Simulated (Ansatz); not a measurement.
# BH₃NPS: a ladder of functionals and wavefunction methods

How much do the methods differ for BH₃NPS? The plan is to run it at one geometry with functionals of several rungs and with coupled cluster, and see how far each lands from CCSD(T) at the basis-set limit for the atomisation energy.

Computed with Ansatz 0.2.0, Gaussian basis. Level: functionals in def2-TZVPP, the program's frozen cores in correlated methods.

The runs, in order: LDA (SPW92), PBE-D4, revPBE-D4, BLYP-D4, r2SCAN-D4, B97M-V, PBE0-D4, B3LYP-D4, r2SCANh-D4, r2SCAN0-D4, HSE06-D4, BHLYP-D4, CAM-B3LYP-D4, LC-ωPBE, ωB97X-V, ωB97M-V, B2PLYP, PBE-QIDH; CCSD(T)/def2-SVP; CCSD(T)/def2-TZVPP; MP2/def2-QZVPP; extrapolation to the limit; RPA on PBE.

## 1. The geometry

An earlier PBE0-D4 in a triple-zeta def2 set relaxation fixed the geometry.

SMILES `SP1BN1`, 7 atoms, charge 0, spin multiplicity 1.

Atoms are counted from 1 here; the program's logs count them from 0.

Bond lengths: S1–P2 2.138 Å, S1–H5 1.344 Å, P2–B3 1.899 Å, P2–N4 1.761 Å, B3–N4 1.352 Å, B3–H6 1.184 Å, N4–H7 1.007 Å. Angles: P2–S1–H5 99.5°, S1–P2–B3 104.4°, S1–P2–N4 106.5°, B3–P2–N4 43.2°, P2–B3–N4 63.0°, P2–B3–H6 154.4°, N4–B3–H6 142.5°, P2–N4–B3 73.9°, P2–N4–H7 138.6°, B3–N4–H7 147.0°.

## 2. LDA

This LDA is Slater exchange with PW92 correlation.

Input file in.yaml:

```yaml
crystal:
  periodic: [false, false, false]
  atoms:
    - {symbol: S, position_ang: [-1.893538, -0.219042, -1.105436]}
    - {symbol: P, position_ang: [0.210700, 0.111885, -1.291516]}
    - {symbol: B, position_ang: [0.768174, 0.600008, 0.457367]}
    - {symbol: N, position_ang: [0.966572, -0.684979, 0.085403]}
    - {symbol: H, position_ang: [-2.112298, 0.395327, 0.070081]}
    - {symbol: H, position_ang: [0.883191, 1.341709, 1.372995]}
    - {symbol: H, position_ang: [1.238500, -1.612908, 0.365305]}
basis:
  gaussian: {orbitals: def2-TZVPP}
hamiltonian: {xc: lda}
output: {orbitals: {seedname: orbitals}}
```

Command:

```console
ansatz run in.yaml --threads 2 --pin off --events-out ev --progress --plain --max-ram 4352MiB
```

After this run come: PBE-D4 (GGA); revPBE-D4 (GGA); BLYP-D4 (GGA); r2SCAN-D4 (meta-GGA); B97M-V (meta-GGA); B3LYP-D4 (hybrid); r2SCANh-D4 (hybrid); r2SCAN0-D4 (hybrid); HSE06-D4 (hybrid); BHLYP-D4 (hybrid); CAM-B3LYP-D4 (range-separated); LC-ωPBE (range-separated); ωB97X-V (range-separated); ωB97M-V (range-separated); B2PLYP (double hybrid); PBE-QIDH (double hybrid); CCSD(T) in def2-SVP; CCSD(T) in def2-TZVPP; MP2 in def2-QZVPP; RPA on PBE orbitals.

Q: Predict the results of all the runs planned. Wanted: atomisation energy, CCSD(T)/CBS; farthest beyond LDA; mean size of error, GGA; mean size of error, meta-GGA; mean size of error, hybrid; mean size of error, range-separated; mean size of error, double hybrid; gap, smallest and largest; T1 diagnostic.

As calculated:

```
                               quantity                                      value
        atomisation energy, CCSD(T)/CBS                                  23.707 eV
    functionals within 0.119 eV (0.5 %)                  LC-ωPBE, B2PLYP, PBE-QIDH
                    farthest beyond LDA                         PBE-D4 (+1.202 eV)
                mean size of error, GGA                                   0.760 eV
           mean size of error, meta-GGA                                   0.500 eV
             mean size of error, hybrid                                   0.387 eV
    mean size of error, range-separated                                   0.363 eV
      mean size of error, double hybrid                                   0.095 eV
              gap, smallest and largest  4.24 eV (LDA (SPW92)), 11.38 eV (LC-ωPBE)
                          T1 diagnostic                                     0.0155
triples share of the correlation energy                                      4.9 %
```

What this shows: The LDA atomisation energy is off by 4.614 eV (19 %): it overbinds. PBE-D4 is off by +1.202 eV. Double hybrids carry the basis error of their MP2 part in triple zeta, and no dispersion term here, so their miss is partly the set-up's. Taken by rung, double hybrid functionals do best (0.095 eV on average) and GGA ones worst beyond LDA (0.760 eV). Misses under about 0.119 eV are within the doubt on the reference itself, which lacks core-valence correlation, relativity and higher excitations. Hartree-Fock recovers 65 % of the binding; the rest is correlation. CCSD(T) in def2-SVP is off by -2.277 eV, which most functionals beat. The gap grows from 4.2 to 11.4 eV across the functionals, mostly with the share of exact exchange.
